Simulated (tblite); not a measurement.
# C5H14OSi3: the cost of one run

The runs use tblite 0.8.0 and PySCF 2.14.0, with density-fitted response routines of our own; the level of theory stands in each step. All values are computed, except where a source is named. Atoms count from 0, in the outputs and in this text.

## (1) Starting geometry

23 atoms, charge 0, multiplicity 1; geometry from: force field or distance geometry start.

Bonds of the start (Å): C0–C1 1.21, C1–Si2 1.81, Si2–Si3 2.23, Si3–O4 1.74, O4–Si5 1.70, Si3–C6 1.85, C6–C7 1.50, C6–C8 1.51, C0–H9 1.07, Si2–H10 1.47, Si2–H11 1.48, Si3–H12 1.46, Si5–H13 1.47, Si5–H14 1.45, Si5–H15 1.45, C6–H16 1.11, C7–H17 1.10, C7–H18 1.10, C7–H19 1.13, C8–H20 1.11, C8–H21 1.09, C8–H22 1.13.

## (2) Relaxing the molecule with GFN2-xTB

The job: settings as JSON, then the geometry in Å.

```
{"job": {"kind": "relax", "xc": "GFN2-xTB", "basis": "xTB"}, "charge": 0, "multiplicity": 1}
C      3.198300    -2.731800    -0.423700
C      2.559400    -1.881600     0.162500
Si     1.650900    -0.623400     1.096600
Si     0.225400     0.502100    -0.190500
O     -0.369100     1.828700     0.765500
Si     0.690200     3.133000     0.515500
C     -1.267300    -0.449800    -0.718300
C     -1.378100    -1.808500    -0.101700
C     -2.505500     0.313000    -0.299000
H      3.736500    -3.485300    -0.958700
H      1.008600    -1.192100     2.285000
H      2.649700     0.355700     1.575100
H      0.863300     1.126800    -1.344500
H      0.909100     3.761900     1.829300
H      1.950400     2.624000     0.012700
H      0.062100     4.054300    -0.411800
H     -1.214100    -0.557300    -1.822200
H     -0.623500    -2.527200    -0.452500
H     -1.409000    -1.790200     1.001700
H     -2.375900    -2.226100    -0.426400
H     -2.338400     1.374600    -0.587100
H     -3.427600    -0.031600    -0.773300
H     -2.600200     0.257800     0.821500
```

Launch:

```
OMP_NUM_THREADS=1 python probes_run.py task.json out
```

One launch serves the whole session: the jobs run in the order shown.

**Question.** How long does this first job take on 1 thread of Arm Neoverse N1, shared host, and how much memory does it need?

About 3.9 s, with a peak of 0.18 GiB.
